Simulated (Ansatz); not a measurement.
**Ca2AsI: an axial (c/a) deformation path**

An exercise on one series of results from a longer session: the logs are not shown, and one member is left open.

Computed with Ansatz 0.2.0 (DFT LDA, scalar-relativistic, plane waves, PAW, unless a step's input says otherwise).

## The system as given

The structure is trigonal, space group R-3m (No. 166). The conventional cell has a = 4.397 Å, b = 4.397 Å, c = 22.290 Å, α = 90.00°, β = 90.00°, γ = 120.00°. Ca (site symmetry 3m) has 3 As at 2.92 Å and 3 I at 3.41 Å in its first shell of neighbours. Around As (site symmetry -3m) lie 6 Ca at 2.92 Å. I (site symmetry -3m) is surrounded by 6 Ca at 3.41 Å.

Structure file:

```
Ca As I
1.0
     2.19850    1.26930    7.43000
    -2.19850    1.26930    7.43000
     0.00000   -2.53861    7.43000
Ca As I
2 1 1
Direct
  0.23130 0.23130 0.23130
  0.76870 0.76870 0.76870
  0.50000 0.50000 0.50000
  0.00000 0.00000 0.00000
```

No relaxation comes first: the listed cell is the starting point.

Set-up of the first run:

File input.yaml:

```yaml
crystal:
  lattice:
    - [2.1984991988, 1.2693041043, 7.43]
    - [-2.1984991988, 1.2693041043, 7.43]
    - [0.0, -2.5386082085, 7.43]
  atoms:
    - { symbol: Ca, position: [0.2313, 0.2313, 0.2313] }
    - { symbol: Ca, position: [0.7687, 0.7687, 0.7687] }
    - { symbol: As, position: [0.5, 0.5, 0.5] }
    - { symbol: I, position: [0.0, 0.0, 0.0] }
basis:
  ecutwfc: 420
kpoints:
  mp_grid: { grid: [12, 12, 12] }
hamiltonian:
  xc: lda
scf:
  occupations: { method: gaussian, width: 0.05 }
output:
  forces: true
  stress: true
  eigenvalues: true
```

Run with:

```
ansatz run input.yaml --threads 1 --pin off --max-ram 2560MiB --backend cpu --events-out ev --progress --plain --runs-dir out
```

Among the steps run: Zero of the scan; At ρ = 0.850; Point ρ = 1.200; ρ = 0.920; ρ = 1.100; At ρ = 0.960; Point ρ = 1.050; ρ = 0.800; Point ρ = 1.300.

One of the session's tables, all rows but one given; the rest of the session is left out.

```
    ρ  ΔE (meV/atom)  pressure (GPa)  gap on the mesh (eV)
0.800          115.5            -3.8                  1.00
0.850           67.5            -3.5                  1.24
0.920           21.3            -3.2                  1.55
0.960            6.5            -3.1                  1.51
1.000            0.0            -3.0                  1.46
1.050              ?               ?                     ?
1.100           18.9            -2.8                  1.24
1.200           84.2            -2.6                  0.90
1.300          190.8            -2.5                  0.12
```

Q: Estimate the row for ρ = 1.050 from the others.

Worked estimate for «ΔE (meV/atom)». A straight line through the neighbours (1.000, 0.0) and (1.100, 18.9) gives 0.0 + (18.9 − 0.0) × (1.050 − 1.000) / (1.100 − 1.000) = 9.4; a parabola fitted to 4 rows on both sides gives 3.6.

As computed: ΔE (meV/atom): 3.3; pressure (GPa): -2.9; gap on the mesh (eV): 1.36. In «ΔE (meV/atom)» the line misses by +6.1 and the parabola by +0.3.
